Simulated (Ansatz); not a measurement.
# Be3Se2O: the cost of one run

Computed with Ansatz 0.2.0 (DFT PBE, scalar-relativistic, plane waves, PAW, unless a step names another level, unless a step's input says otherwise).

6 further runs of the same task are left out: 5 that didn't finish, 1 set aside as unsound or not needed.

### Step 1. The starting structure

Symmetry: P1, No. 1, triclinic system. The conventional cell has a = 5.301 Å, b = 5.301 Å, c = 13.438 Å, α = 86.95°, β = 89.30°, γ = 60.01°. Be (site symmetry 1) has 1 O at 1.54 Å and 2 Se at 2.17 Å as nearest neighbours. Se (site symmetry 1) has 3 Be at 2.17 Å as nearest neighbours. Only part of the 12 independent sites is listed.

Structure file:

```
Be Se O
1.0
     5.30103    0.00042    0.05695
     2.64980    4.59150    0.01366
     0.57052   -0.17949   13.42512
Be Se O
6 4 2
Direct
  0.99154 0.30640 0.09550
  0.00855 0.27404 0.59507
  0.70128 0.01617 0.09547
  0.71822 0.98383 0.59510
  0.28177 0.72597 0.09548
  0.29864 0.69358 0.59507
  0.64561 0.68667 0.17449
  0.68772 0.64663 0.51610
  0.33745 0.34569 0.01648
  0.32924 0.32100 0.67412
  0.99153 0.01618 0.09549
  0.00845 0.98384 0.59513
```

It came out lowest among 34 distinct ends of the trial cells. At a tolerance of 0.02 Å it has space group P1 (No. 1).

### Step 2. Kick test: the unmoved cell on a coarse mesh

input.yaml reads:

```yaml
crystal:
  lattice:
    - [-2.6497967074, -4.5915002387, -0.0136566232]
    - [-5.3010293064, -0.0004205349, -0.056945585]
    - [-0.5705194633, 0.179493897, -13.4251181371]
  atoms:
    - { symbol: Be, position: [0.6935976196, 0.0084602557, 0.9044979987] }
    - { symbol: Be, position: [0.7259575411, 0.9914530716, 0.4049309525] }
    - { symbol: Be, position: [0.98382992, 0.2987184825, 0.9045268366] }
    - { symbol: Be, position: [0.0161675421, 0.2817835301, 0.404896657] }
    - { symbol: Be, position: [0.2740301664, 0.7182293685, 0.9045230604] }
    - { symbol: Be, position: [0.306415225, 0.7013581894, 0.404929479] }
    - { symbol: Se, position: [0.3133285086, 0.3543855544, 0.8255056963] }
    - { symbol: Se, position: [0.3533732596, 0.3122816871, 0.4839009781] }
    - { symbol: Se, position: [0.6543134443, 0.6625488443, 0.9835199648] }
    - { symbol: Se, position: [0.6789989685, 0.6707594017, 0.325884413] }
    - { symbol: O, position: [0.9838239189, 0.0084738045, 0.9045118388] }
    - { symbol: O, position: [0.0161638858, 0.9915478101, 0.4048747246] }
basis:
  ecutwfc: 420
kpoints:
  mp_grid: { grid: [4, 4, 1] }
hamiltonian:
  xc: pbe
scf:
  occupations: { method: gaussian, width: 0.1 }
  lower_state_search: "off"
output:
  forces: true
  stress: true
  eigenvalues: true
```

On the command line:

```
$ ansatz run input.yaml --threads 1 --pin off --max-ram 2560MiB --backend cpu --events-out ev --progress --plain --runs-dir out
```

**Question.** How long does this run take on 1 thread of Arm Neoverse V2, shared host, and how much memory does it need?

About 16 s, with a peak of 0.49 GiB.
